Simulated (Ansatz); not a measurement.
# NbTe: one candidate structure

Aim: relax NbTe from this start, wurtzite type (P6_3mc, No. 186), and see where it ends.

Computed with Ansatz 0.2.0 (DFT PBE, scalar-relativistic, plane waves, PAW, unless a step's input says otherwise).

### Step 1. Starting point

It takes space group P6_3mc (No. 186, hexagonal). Conventional cell: a = 4.260 Å, b = 4.260 Å, c = 6.823 Å, α = 90.00°, β = 90.00°, γ = 120.00°. Nb (site symmetry 3m) has 4 Te at 2.59 to 2.61 Å as nearest neighbours. Te (site symmetry 3m) has 4 Nb at 2.59 to 2.61 Å as nearest neighbours.

Coordinates:

```xyz
4
Lattice="4.2605 0.0000 0.0000 -2.1302 3.6897 0.0000 0.0000 0.0000 6.8230" Properties=species:S:1:pos:R:3 pbc="T T T"
Nb    0.0000    2.4598    0.0000
Nb    2.1302    1.2299    3.4115
Te    0.0000    2.4598    2.6071
Te    2.1302    1.2299    6.0186
```

(A quick probe on a coarse mesh, which set the mesh and smearing, is not shown.)

### Step 3. Rough relaxation on the coarse mesh

Contents of input.yaml:

```yaml
crystal:
  lattice:
    - [4.2604861896, 0.0, 0.0]
    - [-2.1302430947, 3.6896892726, 0.0]
    - [0.0, 0.0, 6.8230217087]
  atoms:
    - { symbol: Nb, position: [0.3333333333, 0.6666666667, 0.0] }
    - { symbol: Nb, position: [0.6666666667, 0.3333333333, 0.5] }
    - { symbol: Te, position: [0.3333333333, 0.6666666667, 0.3821] }
    - { symbol: Te, position: [0.6666666667, 0.3333333333, 0.8821] }
basis:
  ecutwfc: 420
kpoints:
  mp_grid: { grid: [6, 6, 4] }
hamiltonian:
  xc: pbe
scf:
  occupations: { method: gaussian, width: 0.1 }
  lower_state_search: "off"
output:
  forces: true
  stress: true
  eigenvalues: true
relax:
  adjacent_minimum: "off"
  f_tol: 0.04
  max_steps: 70
  cell: { stress_tol: 0.4 }
```

The run is started by

```bash
> ansatz run input.yaml --threads 1 --pin off --max-ram 2560MiB --backend cpu --events-out ev --progress --plain --runs-dir out
```

Further runs follow: full relaxation.

**Question.** What will these runs give?

The runs gave:

Formation energies count from the elements, computed with the same settings in runs not shown here.

```
                          quantity                                                                       value
                              cell  a = 3.424 Å, b = 3.424 Å, c = 9.438 Å, α = 90.00°, β = 90.00°, γ = 120.00°
                       space group                                                            P6_3mc (No. 186)
                            volume                                                               23.96 Å³/atom
                   gap on the mesh                                                                none (metal)
formation energy from the elements                                                              +0.152 eV/atom
```

What this shows: The space group stayed P6_3mc, and from the first guess the volume went from 26.81 to 23.96 Å³/atom. The formation energy of +0.15 eV/atom is positive, so the elements lie lower than this structure; another structure of the compound can lie lower. Spin-orbit coupling is left out for Te.
